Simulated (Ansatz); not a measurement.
A nudged elastic band was laid between two geometries of a periodic cell of 35 atoms, Si12O23 (host SiO2, host structure P3_121, one O atom removed).

Theory: DFT PBE, scalar-relativistic, plane waves, PAW in Ansatz. Settings: PAW set soft_1, cutoff 420 eV, k mesh 2x2x2, fermi-dirac smearing 0.02 eV, no spin polarisation.

```yaml
movable_images: 5
climbing_image: yes
spring: 1.0 eV/Å²
optimiser: fire
start_path: straight line
force_threshold: 0.03 eV/Å
iteration_limit: 80
end_points: relaxed
```

First end point:

```xyz
35
Lattice="-2.4605 4.2617 5.4163 4.9210 0.0000 5.4163 4.9210 8.5234 0.0000" Properties=species:S:1:pos:R:3
Si 7.383 8.451 4.435
Si 3.497 2.026 6.482
Si 1.276 2.273 2.733
O 6.411 9.558 3.755
O 0.041 1.863 1.763
O 0.690 4.901 5.773
O 0.904 3.635 3.517
O 2.652 2.642 1.955
O 3.760 11.631 5.130
Si 4.671 4.234 4.630
Si 6.227 6.274 6.310
Si 3.796 6.471 2.720
O 3.775 5.392 3.933
O 2.754 5.988 1.570
O 3.289 9.081 5.680
O 3.358 7.909 3.319
O 5.282 6.660 2.103
O 1.365 7.380 5.048
Si -0.163 4.257 4.555
Si 1.253 6.330 6.289
Si 3.751 6.561 8.115
O 3.857 5.361 9.205
O 2.712 6.091 6.954
O 5.630 4.856 5.789
O 3.167 7.858 8.891
O 5.192 6.898 7.421
O 3.633 3.187 5.324
Si 2.376 8.511 4.458
Si 3.798 10.493 6.300
Si 6.455 10.785 7.944
O 6.444 9.688 9.166
O 5.313 10.330 6.856
O 8.171 9.127 5.695
O 5.971 12.171 8.704
O 6.427 7.270 5.036
```

Last end point:

```xyz
35
Lattice="-2.4605 4.2617 5.4163 4.9210 0.0000 5.4163 4.9210 8.5234 0.0000" Properties=species:S:1:pos:R:3
Si 7.247 8.617 4.506
Si 3.929 1.998 6.476
Si 0.991 2.102 2.477
O 6.208 9.646 3.772
O -2.099 2.480 2.168
O 0.948 4.729 5.462
O 0.609 3.568 3.118
O 2.408 2.287 1.695
O 3.822 11.607 5.153
Si 4.875 4.309 4.566
Si 6.283 6.318 6.352
Si 3.828 6.597 2.808
O 3.892 5.477 3.991
O 2.794 6.101 1.662
O 3.189 9.125 5.812
O 3.334 8.023 3.413
O 5.292 6.844 2.144
O 1.391 7.322 5.086
Si -0.164 4.185 4.405
Si 1.228 6.149 6.200
Si 3.689 6.495 8.130
O 3.793 5.410 9.345
O 2.591 5.970 7.056
O 5.948 4.922 5.610
O 3.217 7.925 8.728
O 5.141 6.697 7.442
O 4.017 3.185 5.348
Si 2.311 8.547 4.571
Si 3.786 10.527 6.372
Si 6.247 10.799 8.169
O 6.265 9.695 9.368
O 5.272 10.274 6.972
O 8.247 9.243 5.643
O 5.715 12.214 8.758
O 6.328 7.502 5.244
```

Task: What changes between the two ends?

Result: The atom that moves furthest is O5, by 2.26 Å; four of its nearest neighbours are Si3 1.62, Si2 1.63, O33 2.59, O4 2.60 Å at the first end and Si30 1.62, Si2 1.64, O27 2.63, O34 2.64 Å at the last.

Task: What energy profile does the band end with?

Result: It did not converge within its limit. The highest image is number 3 of 0 to 6, 4.52 eV above the first end and 4.50 eV above the last; the last end lies 0.02 eV above the first. The band didn't meet its force threshold, so its energies are provisional: the largest band force was still 0.03 eV/Å, and over the last iterations the top stayed at 4.52 eV. Limits of this set-up: no spin, though dangling bonds at a vacancy may carry it, a small cell, in which the defect meets its images, a typed lattice constant that wasn't relaxed here.

```
image  path coordinate (Å)  energy (eV)  Si2–Si30 (Å)  Si3–O5 (Å)  Si2–Si3 (Å)
    0                 0.00         0.00          2.46        1.62         3.18
    1                 0.62         0.16          2.44        1.62         3.18
    2                 1.24         1.26          2.50        1.73         3.11
    3                 1.87         4.52          2.82        2.21         2.92
    4                 2.44         1.48          2.99        2.69         2.66
    5                 3.02         0.13          3.10        3.06         2.51
    6                 3.60         0.02          3.12        3.13         2.44
```

The run took 40 min on 4 threads of Arm Neoverse V2, on a shared host, peak memory 2.4 GiB.
